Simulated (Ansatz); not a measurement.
# CH3InO: the cost of one run

The runs use Ansatz 0.2.0, Gaussian basis; PBE0-D4/def2-TZVP structures, single points in def2-TZVPP, no counterpoise correction.

Levels: SPW92, PBE-D4, BLYP-D4, r2SCAN-D4, B97M-V, PBE0-D4, B3LYP-D4, r2SCAN0-D4, BHLYP-D4, CAM-B3LYP-D4, wB97X-V, wB97M-V, B2PLYP, PBE-QIDH, RPA on PBE, Hartree-Fock, MP2, CCSD, CCSD(T).

Correlated methods freeze the cores. Filled d shells of the heavier atoms are correlated. Core potentials replace the inner electrons past krypton, and spin-orbit coupling is left out. B3LYP uses VWN-RPA correlation. B2PLYP carries no dispersion term here.

50 further runs of the same task are left out: 50 set aside as unsound or not needed.

## 1. Where the work starts

The complex: 9 atoms, charge 0, spin multiplicity 1.

Atoms are counted from 1 here; the program's logs count them from 0.

Bond lengths: In1–O3 1.855 Å, In1–C5 2.099 Å, O2–H4 1.006 Å, O2–H6 0.961 Å, C5–H7 1.089 Å, C5–H8 1.090 Å, C5–H9 1.090 Å. Angles: O3–In1–C5 176.5°, H4–O2–H6 107.7°, In1–C5–H7 110.2°, In1–C5–H8 108.7°, In1–C5–H9 109.5°, H7–C5–H8 109.7°, H7–C5–H9 109.4°, H8–C5–H9 109.4°.

Geometry (Å):

```xyz
9
CH5InO2
In   -0.62496   -0.50321   -0.34307
O     1.40208   -1.24688    0.93799
O    -0.74767   -2.32907   -0.04127
H     0.76851   -2.00723    0.76005
C    -0.59555    1.55625   -0.74950
H     1.55334   -1.20766    1.88578
H    -1.27842    1.78845   -1.56595
H     0.41886    1.84282   -1.02628
H    -0.89609    2.10652    0.14215
```

Its parts: CH₃InO holds atoms 1, 3, 5, 7, 8, 9; H₂O holds atoms 2, 4, 6. Each part counts its atoms afresh in its own runs.

## 2. Relaxing CH₃InO alone

File relax-a/in.yaml:

```yaml
crystal:
  periodic: [false, false, false]
  atoms:
    - {symbol: In, position_ang: [-0.624957, -0.503208, -0.343070]}
    - {symbol: O, position_ang: [-0.747675, -2.329068, -0.041265]}
    - {symbol: C, position_ang: [-0.595554, 1.556252, -0.749503]}
    - {symbol: H, position_ang: [-1.278421, 1.788454, -1.565949]}
    - {symbol: H, position_ang: [0.418857, 1.842821, -1.026280]}
    - {symbol: H, position_ang: [-0.896091, 2.106521, 0.142149]}
basis:
  gaussian: {orbitals: def2-TZVP}
hamiltonian: {xc: pbe0, dispersion: d4}
relax: {f_tol: 0.005, max_steps: 200}
```

Command:

```sh
ansatz run in.yaml --threads 4 --pin off --events-out ev --progress --plain --max-ram 9574MiB
```

**Question.** How long does this run take on 4 threads of Intel Xeon Platinum 8488C, shared host?

About 5.5 s.
